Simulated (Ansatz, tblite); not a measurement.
# GeHMe2(NCO) (C₃H₇GeNO): a ladder of methods and basis sets

How do method and basis change the picture of GeHMe2(NCO) (C₃H₇GeNO) (singlet)?

Program: Ansatz 0.2.0, Gaussian basis. Level of theory: as each input shows. These are calculated values, not measurements.

Plan: GFN1-xTB, GFN2-xTB, PBE-D4/def2-TZVP, r2SCAN-D4/def2-TZVP, CAM-B3LYP-D4/def2-TZVP, HSE06-D4/def2-TZVP, B2PLYP/def2-TZVP, PBE-D4/def2-SVP, PBE0-D4/def2-SVP, HF/STO-3G, HF/6-31G, B3LYP-D4/6-31G, CCSD(T)/def2-SVP, MP2/def2-TZVP, RPA/def2-TZVP.

2 further runs of the same task are left out: 2 set aside as unsound or not needed.

## Step 1: The structure

The singlet was relaxed beforehand with PBE-D4/def2-SVP.

13 atoms, charge 0, spin multiplicity 1.

Bond lengths: Ge1–H2 1.551 Å, Ge1–C3 1.959 Å, Ge1–C7 1.959 Å, Ge1–N11 1.853 Å, C3–H4 1.108 Å, C3–H5 1.108 Å, C3–H6 1.107 Å, C7–H8 1.107 Å, C7–H9 1.108 Å, C7–H10 1.108 Å, N11–C12 1.212 Å, C12–O13 1.187 Å. Angles: H2–Ge1–C3 111.9°, H2–Ge1–C7 111.9°, H2–Ge1–N11 104.6°, C3–Ge1–C7 113.0°, C3–Ge1–N11 107.4°, C7–Ge1–N11 107.4°, Ge1–C3–H4 110.1°, Ge1–C3–H5 110.1°, Ge1–C3–H6 110.2°, H4–C3–H5 108.8°, H4–C3–H6 108.8°, H5–C3–H6 108.8°, Ge1–C7–H8 110.2°, Ge1–C7–H9 110.1°, Ge1–C7–H10 110.1°, H8–C7–H9 108.8°, H8–C7–H10 108.8°, H9–C7–H10 108.8° and more.

PBE0-D4/def2-TZVP was run before; its log isn't repeated, and its numbers join the tables.

## Step 2: GFN1-xTB

Tight binding, by tblite at 300 K electronic temperature and without a spin-polarisation term:

```python
tblite.interface.Calculator('GFN1-xTB', numbers, positions, charge=0, uhf=0).singlepoint()
```

Energy -535.4660 eV, HOMO -12.14 eV, LUMO -5.99 eV; 0.008 s.

## Step 3: GFN2-xTB

Tight binding, by tblite at 300 K electronic temperature and without a spin-polarisation term:

```python
tblite.interface.Calculator('GFN2-xTB', numbers, positions, charge=0, uhf=0).singlepoint()
```

Energy -514.9793 eV, HOMO -11.32 eV, LUMO -5.41 eV; 0.005 s.

## Step 4: PBE-D4/def2-TZVP

start.molden holds the orbitals of an earlier run on this state, given as this run's starting guess.

The input, in.yaml:

```yaml
crystal:
  periodic: [false, false, false]
  atoms:
    - {symbol: Ge, position_ang: [0.041044, 0.058913, 0.683694]}
    - {symbol: H, position_ang: [0.061855, 0.069601, 2.234165]}
    - {symbol: C, position_ang: [1.842945, -0.086053, -0.071127]}
    - {symbol: H, position_ang: [2.449702, 0.795299, 0.217381]}
    - {symbol: H, position_ang: [1.789346, -0.135384, -1.176240]}
    - {symbol: H, position_ang: [2.342655, -1.000108, 0.303170]}
    - {symbol: C, position_ang: [-0.973377, 1.568190, -0.044761]}
    - {symbol: H, position_ang: [-2.009435, 1.557101, 0.344807]}
    - {symbol: H, position_ang: [-1.006730, 1.505704, -1.150007]}
    - {symbol: H, position_ang: [-0.494395, 2.524965, 0.243913]}
    - {symbol: N, position_ang: [-0.872963, -1.490057, 0.238564]}
    - {symbol: C, position_ang: [-1.344125, -2.279343, -0.551236]}
    - {symbol: O, position_ang: [-1.826510, -3.088837, -1.272334]}
basis:
  gaussian: {orbitals: def2-TZVP, initial_orbitals: start.molden}
hamiltonian: {xc: pbe, dispersion: d4}
scf: {omitted_lower_state_checks: [starts]}
output: {orbitals: {seedname: orbitals}}
```

Command:

```console
$ ansatz run in.yaml --threads 2 --pin off --events-out ev --progress --plain --max-ram 32768MiB --backend cpu
```

After this run come: r2SCAN-D4/def2-TZVP; CAM-B3LYP-D4/def2-TZVP; HSE06-D4/def2-TZVP; B2PLYP/def2-TZVP; PBE-D4/def2-SVP; PBE0-D4/def2-SVP; HF/STO-3G; HF/6-31G; B3LYP-D4/6-31G; CCSD(T)/def2-SVP; MP2/def2-TZVP; RPA/def2-TZVP.

Q: Predict the results of all the runs planned. Wanted: gap in def2-TZVP, named functionals, smallest and largest; correlation energy, CCSD(T)/def2-SVP; correlation energy, MP2/def2-TZVP; binding an atom, CCSD(T)/def2-SVP; PBE0 total energy, smallest basis above largest.

The runs gave:

```
                                                 quantity                                      value
gap in def2-TZVP, named functionals, smallest and largest  6.53 eV (PBE-D4), 10.82 eV (CAM-B3LYP-D4)
                     correlation energy, CCSD(T)/def2-SVP                                  -28.57 eV
                        correlation energy, MP2/def2-TZVP                                  -31.70 eV
                        binding an atom, CCSD(T)/def2-SVP                                   3.906 eV
          PBE0 total energy, smallest basis above largest             14.74 eV (def2-SVP, def2-TZVP)
```

What this shows: Over the named functionals in def2-TZVP the gap runs from 6.53 eV (PBE-D4) to 10.82 eV (CAM-B3LYP-D4); exact exchange widens it. A small miss in a minimal or small basis is a cancelling of errors, not accuracy. The functionals in def2-TZVP miss CCSD(T)/def2-SVP by +0.222 (CAM-B3LYP-D4) to +0.327 eV (PBE-D4) an atom. The yardstick is in a double-zeta basis, so levels in larger sets aren't compared like for like. CCSD(T)/def2-SVP isn't at the basis-set limit; small misses against it rank nothing.
